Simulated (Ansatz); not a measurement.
This script for an atomisation energy of CH3FOSn, SMILES F[CH]1[O][SnH2]1 with Ansatz 0.2.0, Python API holds a mistake.

Script `ch3fosn_tae.py`:
```python
# -*- coding: utf-8 -*-
"""Energy to split CH3FOSn into its atoms."""

from collections import Counter
from dataclasses import dataclass

import ansatz as az
from ase import Atoms


@dataclass
class RunConfig:
    basis: str = "def2-SVP"
    functional: str = "cam_b3lyp"


cfg = RunConfig()


def energy(molecule, charge=0, unpaired=0):
    calc = molecule.calculation().basis(gaussian=cfg.basis).functional(cfg.functional)
    if charge:
        calc = calc.charge(charge)
    if unpaired:
        calc = calc.spin("collinear", total=unpaired)
    report = calc.report
    if report["published_state_doubts"]:
        print("  doubts:", report["published_state_doubts"])
    return report["free_energy_ev"]


def main():
    atoms = Atoms(["F", "C", "O", "Sn", "H", "H", "H"], positions=[
        [0.3292, -0.8026, 1.9011],
        [0.7474, -0.3691, 0.6499],
        [0.2272, -1.1587, -0.3485],
        [-0.5996, 0.6596, -0.5402],
        [1.8356, -0.1608, 0.5164],
        [-2.369, 0.4173, -0.1774],
        [-0.1096, 1.3462, -2.047],
    ])
    ch3fosn = az.Crystal.molecule_from_ase(atoms)

    # Hund ground states
    unpaired = {"F": 1, "C": 2, "O": 2, "Sn": 2, "H": 1}
    counts = Counter(site.symbol for site in ch3fosn.cartesian_sites)
    atom_energy = {s: energy(az.Crystal.molecule().atom(s, (0, 0, 0)), 0, unpaired[s]) for s in counts}
    whole = energy(ch3fosn, 0, 0)
    for s, e in atom_energy.items():
        print(f"{s:2s} x{counts[s]}  {e:14.5f} eV")
    print(f"CH3FOSn: {whole:.5f} eV")
    split = sum(counts[s] * e for s, e in atom_energy.items()) - whole
    print(f"atomisation energy (no zero-point term): {23.060548 * split:.1f} kcal/mol, {split / sum(counts.values()):.3f} eV an atom")


if __name__ == "__main__":
    main()
```

Running `python ch3fosn_tae.py` prints:
```text
Traceback (most recent call last):
  File "ch3fosn_tae.py", line 57, in <module>
    main()
    ~~~~^^
  File "ch3fosn_tae.py", line 47, in main
    atom_energy = {s: energy(az.Crystal.molecule().atom(s, (0, 0, 0)), 0, unpaired[s]) for s in counts}
                      ~~~~~~^^^^^^^^^^^^^^^^^^^^^^^^^^^^^^^^^^^^^^^^^^^^^^^^^^^^^^^^^^
  File "ch3fosn_tae.py", line 26, in energy
    report = calc.report
             ^^^^^^^^^^^
AttributeError: 'Calculation' object has no attribute 'report'
```

Why does it end like this?

The fault: the calculation is never run. The correction:

```diff
--- before
+++ after
@@ -25,3 +25,3 @@
         calc = calc.spin("collinear", total=unpaired)
-    report = calc.report
+    report = calc.run().report
     if report["published_state_doubts"]:
```

The mended script runs so:

Output of `python ch3fosn_tae.py`:
```text
F  x1     -2710.70462 eV
C  x1     -1028.36030 eV
O  x1     -2040.23690 eV
Sn x1     -5829.51012 eV
H  x3       -13.54842 eV
CH3FOSn: -11671.72835 eV
atomisation energy (no zero-point term): 513.6 kcal/mol, 3.182 eV an atom
```

Notes:
- Total energies depend on the basis set; only differences at equal settings carry meaning.
- The geometry is a force-field or estimated start, not a minimum of this method, and the basis set is short of its limit. All parts are taken at fixed geometry, without zero-point energy.
- def2 sets replace the cores of elements past krypton by effective core potentials.
- The spin-orbit lowering of heavy atoms is left out.
- Finished in 2.9 s on 1 thread of INTEL(R) XEON(R) PLATINUM 8581C CPU @ 2.30GHz (Emerald Rapids), with other jobs on the host, peak memory 0.26 GiB.
